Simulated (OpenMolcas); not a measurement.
# Ir⁴⁺ among point charges: CASSCF and CASPT2 levels and susceptibility

How does a field of 6 point charges split the states of Ir⁴⁺, and what χT follows?

Program: OpenMolcas 26.06. Level of theory: state-averaged CASSCF and CASPT2, spin-orbit coupling by RASSI with atomic mean-field integrals. These are calculated values, not measurements, unless marked.

## 1. Starting point

```
Species                           : Ir⁴⁺ (iridium, Z = 77, 73 electrons)
Basis                             : ANO-RCC-VDZP [7s6p4d2f], 59 functions
Scalar Hamiltonian                : DKH2, point nucleus
Inactive shells                   : 1s 2s 2p 3s 3p 3d 4s 4p 4d 4f 5s 5p
Active space                      : 5 electrons in 5 orbitals (5d)
Some configurations of this space : 5d⁵
Orbitals                          : optimised for each spin and parity, averaged over all roots
```

Outer shells as boxes (Hund's rule):

5d5
```
5d [↑ ][↑ ][↑ ][↑ ][↑ ]
```

The ion sits among 6 point charges of -1 e arranged as a tetragonal octahedron (D4h), 2.34 Å from the ion, with the axial distance 2.691 Å.

Each step is its own input file, run in one work folder so that later steps find the files of earlier ones. Labels, J, g values, rates, χT and fits are worked out afterwards by a script from the matrices that RASSI stores. The input lists half of the charges; inversion (Group=XYZ) makes the rest.

## 2. Basis and integrals

The input, a.inp:

```
&GATEWAY
Coord
1

Ir 0.0 0.0 0.0
Basis=ANO-RCC-VDZP
Group=XYZ
NoMove
AngMom=0.0 0.0 0.0
AMFI
XField
3 Angstrom 0
2.340000 0.000000 0.000000 -1.000000
0.000000 2.340000 0.000000 -1.000000
0.000000 0.000000 2.691000 -1.000000
&SEWARD
```

## 3. CASSCF: sextets of even parity, 1 root

The input, a.inp:

```
&RASSCF
FileOrb=start.orb
Symmetry=1
Spin=6
nActEl=5 0 0
Inactive=15 19
Ras2=5 0
CIRoot=1 1 1
SDav=1
CIMx=300
Iter=120 100
PrWF=0.3
OrbListing=Nothing
MaxOrb=0
>>> COPY $Project.JobIph JOB001
```

start.orb holds the contracted functions of the basis, ordered by shell, or the orbitals of the step before.

## 4. CASSCF: quartets of even parity, 24 roots

The input, a.inp:

```
&RASSCF
FileOrb=start.orb
Symmetry=1
Spin=4
nActEl=5 0 0
Inactive=15 19
Ras2=5 0
CIRoot=24 24 1
SDav=24
CIMx=300
Iter=120 100
PrWF=0.3
OrbListing=Nothing
MaxOrb=0
>>> COPY $Project.JobIph JOB002
```

## 5. Reference wave functions, doublets of even parity, 75 roots

The input, a.inp:

```
&RASSCF
FileOrb=start.orb
Symmetry=1
Spin=2
nActEl=5 0 0
Inactive=15 19
Ras2=5 0
CIRoot=75 75 1
SDav=75
CIMx=300
Iter=120 100
PrWF=0.3
OrbListing=Nothing
MaxOrb=0
>>> COPY $Project.JobIph JOB003
```

## 6. RASSI: spin-orbit coupling between the states

The input, a.inp:

```
&RASSI
NrOfJobIphs=3 1 24 75
1
1 2 3 4 5 6 7 8 9 10 11 12 13 14 15 16 17 18 19 20 21 22 23 24
1 2 3 4 5 6 7 8 9 10 11 12 13 14 15 16 17 18 19 20 21 22 23 24 25 26 27
28 29 30 31 32 33 34 35 36 37 38 39 40 41 42 43 44 45 46 47 48 49 50 51
52 53 54 55 56 57 58 59 60 61 62 63 64 65 66 67 68 69 70 71 72 73 74 75
IphNames
JOB001
JOB002
JOB003
EJob
SpinOrbit
DIPRint=1.0
SOCoupling=1000.0
Subsets=2
Property=9
'ANGMOM' 1 'ANGMOM' 2 'ANGMOM' 3 'MLTPL  1' 1 'MLTPL  1' 2 'MLTPL  1' 3
'AMFI' 1 'AMFI' 2 'AMFI' 3
SOProperty=3
'ANGMOM' 1 'ANGMOM' 2 'ANGMOM' 3
```

## 7. CASPT2: IPEA 0.25, imaginary shift 0.1 (closed shells correlated: 5s 5p)

The input, a.inp:

```
>>> COPY JOB001 $Project.JobIph
&CASPT2
Multistate=1 1
Frozen=14 16
IPEA=0.25
Imaginary=0.1
MaxIter=60
WThr=0.0 0.3 0.05
PrWF=0.5
NoMix
>>> COPY JOB002 $Project.JobIph
&CASPT2
Multistate=24 1 2 3 4 5 6 7 8 9 10 11 12 13 14 15 16 17 18 19 20 21 22
23 24
NoMult
Frozen=14 16
IPEA=0.25
Imaginary=0.1
MaxIter=60
WThr=0.0 0.3 0.05
PrWF=0.5
NoMix
>>> COPY JOB003 $Project.JobIph
&CASPT2
Multistate=75 1 2 3 4 5 6 7 8 9 10 11 12 13 14 15 16 17 18 19 20 21 22
23 24 25 26 27 28 29 30 31 32 33 34 35 36 37 38 39 40 41 42 43 44 45 46
47 48 49 50 51 52 53 54 55 56 57 58 59 60 61 62 63 64 65 66 67 68 69 70
71 72 73 74 75
NoMult
Frozen=14 16
IPEA=0.25
Imaginary=0.1
MaxIter=60
WThr=0.0 0.3 0.05
PrWF=0.5
NoMix
```

(Steps that only read results are left out.)

Q: Predict the outcome of this session. Wanted: spin-free ground state; lowest level; next level.

The runs gave:

| quantity | value |
| --- | --- |
| method | SS-CASPT2, IPEA 0.25, imaginary shift 0.1 (closed shells correlated: 5s 5p) |
| spin-free ground state | 6A1, 1-fold in its orbital part |
| lowest level | 2-fold E1/2, g = 1.93, 5.79, 5.79 |
| next level | 14.6 cm⁻¹ |
| χT at 300 K | 4.06 cm³ K/mol |
| effective moment at 300 K | 5.70 μB |

Cost by method:

| method | time of its own steps | time with the reference |
| --- | --- | --- |
| A. CASSCF | 27 s | 27 s |
| B. SS-CASPT2, IPEA 0.25, imaginary shift 0.1, +5s 5p | 7.3 s | 35 s |

Times are of one thread on a shared host.

In words: The spin-free ground state (6A1) comes to 100 % from free-ion S terms and keeps the highest spin of the shell. χT at 300 K is 4.06, against 4.39 cm³ K/mol for the spin alone, as a half-filled shell (L = 0) has no orbital moment. An active space of the d shell alone favours high spin; real ions in strong fields can be low spin. CASPT2 does not keep the components of a term degenerate, and the means are used. The field of point charges can differ much from that of real complexes. With metal d orbitals alone active, the gaps between spin states are rough; where two lie within a few thousand cm-1, their order is open. Point charges carry no covalency, so the field is a model and not that of real ligands.
